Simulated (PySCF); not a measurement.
# [SnH5]− (SMILES [H][Sn-]([H])([H])([H])[H]) at PBE0/STO-3G

Aim: the vertical singlet–triplet gap of [SnH5]− at PBE0/STO-3G, from 2 runs. 

The calculation is run with PySCF 2.14.0.

5 further runs of the same task are left out: 5 set aside as unsound or not needed.

### 1 The system as given

[SnH5]− has 6 atoms, charge -1, and is taken as a singlet. As SMILES, `[H][Sn-]([H])([H])([H])[H]`. Geometry: a GFN2-xTB relaxation, a rough one for these elements and not checked as a minimum.

Bond lengths: Sn1–H2 1.885 Å, Sn1–H3 1.889 Å, Sn1–H4 1.782 Å, Sn1–H5 1.783 Å, Sn1–H6 1.782 Å. Angles: H2–Sn1–H3 179.8°, H2–Sn1–H4 90.0°, H2–Sn1–H5 89.9°, H2–Sn1–H6 90.0°, H3–Sn1–H4 90.0°, H3–Sn1–H5 89.9°, H3–Sn1–H6 90.2°, H4–Sn1–H5 120.0°, H4–Sn1–H6 120.0°, H5–Sn1–H6 119.9°.

### 2 A single-point energy at PBE0/STO-3G

The input, input.xyz:

```xyz
6

Sn     0.000450    -0.001410     0.000420
H     -0.020070    -0.006290     1.885790
H      0.020250     0.010720    -1.888030
H      1.782780     0.010780     0.018860
H     -0.902470     1.535970    -0.003420
H     -0.880950    -1.549760    -0.013620
```

The input, job.py:

```python
from pyscf import gto, dft

system = gto.M(
    atom='input.xyz',
    charge=-1,
    max_memory=1860,
    verbose=3,
    basis='sto-3g',
)

mf = dft.RKS(system)
mf.xc = 'pbe0'
mf.conv_tol = 1e-10
mf.grids.level = 5
mf.kernel()
if not mf.converged:
    mf = mf.newton().run(mf.mo_coeff, mf.mo_occ)

e_tot = mf.e_tot
print(f'total energy: {e_tot:.8f} hartree')
```

Command:

```bash
OMP_NUM_THREADS=1 python job.py
```

What it wrote:

```text
converged SCF energy = -5967.81237955037
total energy: -5967.81237955 hartree
```

Run time: 3.9 s. Hardware: 1 thread of Intel Xeon Platinum 8375C at 2.90GHz (Ice Lake), shared host; peak memory 0.25 GiB.

### 3 The triplet at the same level

The input, mol.xyz:

```xyz
6
H5Sn
Sn     0.000450    -0.001410     0.000420
H     -0.020070    -0.006290     1.885790
H      0.020250     0.010720    -1.888030
H      1.782780     0.010780     0.018860
H     -0.902470     1.535970    -0.003420
H     -0.880950    -1.549760    -0.013620
```

The input, job.py:

```python
from pyscf import gto, dft

mol = gto.Mole()
mol.atom = 'mol.xyz'
mol.spin = 2
mol.basis = 'sto-3g'
mol.max_memory = 1860
mol.charge = -1
mol.verbose = 4
mol.build()

mf = dft.UKS(mol, xc='pbe0')
mf.grids.level = 5
mf.conv_tol = 1e-10
mf.kernel()
if not mf.converged:
    mf = mf.newton().run(mf.mo_coeff, mf.mo_occ)

energy = mf.e_tot
print('Final energy', energy)
```

Command:

```bash
OMP_NUM_THREADS=1 python job.py
```

What it wrote:

```text
PySCF version 2.14.0

[... 60 lines left out ...]
[... the frontier-level lines of each cycle are left out ...]
[... 11 lines left out ...]
[... 11 lines left out ...]
[... 11 lines left out ...]
[... 11 lines left out ...]
[... 11 lines left out ...]
[... 5 lines left out ...]

cycle= 13 E= -5967.52766403196  delta_E= -3.07e-10  |g|= 3.58e-06  |ddm|= 0.000133


cycle= 14 E= -5967.52766403217  delta_E= -2.14e-10  |g|= 3.17e-06  |ddm|= 0.000192


cycle= 15 E= -5967.52766403224  delta_E= -7.37e-11  |g|= 3.43e-07  |ddm|= 0.000118


Extra cycle  E= -5967.52766403224  delta_E= 6.37e-12  |g|= 3.2e-07  |ddm|= 3.28e-06
converged SCF energy = -5967.52766403224  <S^2> = 2.0316792  2S+1 = 3.0210457
Final energy -5967.527664032238
```

It took 10 s on 1 thread of Intel Xeon Platinum 8375C at 2.90GHz (Ice Lake), shared host; peak memory 0.26 GiB.

### 4 Results

At PBE0/STO-3G:

```
                                                      quantity           value
                                         singlet: total energy  -5967.81238 Eh
                                          singlet: HOMO energy         4.51 eV
                                          singlet: LUMO energy        14.81 eV
singlet: HOMO–LUMO gap (to an unbound level, set by the basis)        10.30 eV
                                         triplet: total energy  -5967.52766 Eh
                   triplet: HOMO energy (highest over α and β)        12.31 eV
                                                 triplet: ⟨S²⟩           2.032
              vertical energy of the triplet above the singlet        7.748 eV
```

What this shows: At this shape the triplet lies 7.75 eV (179 kcal/mol) above the singlet. For an anion a state so high probably lies above electron detachment. In a minimal basis such a difference can be off by several eV, whatever the method. The HOMO (singlet) lies at positive energy, 4.51 eV; only total energies tell whether the electron is bound. Relativity is left out (singlet) although the molecule holds a heavy atom. The HOMO (triplet) lies at positive energy, 12.31 eV; only total energies tell whether the electron is bound. Relativity is left out (triplet) although the molecule holds a heavy atom.
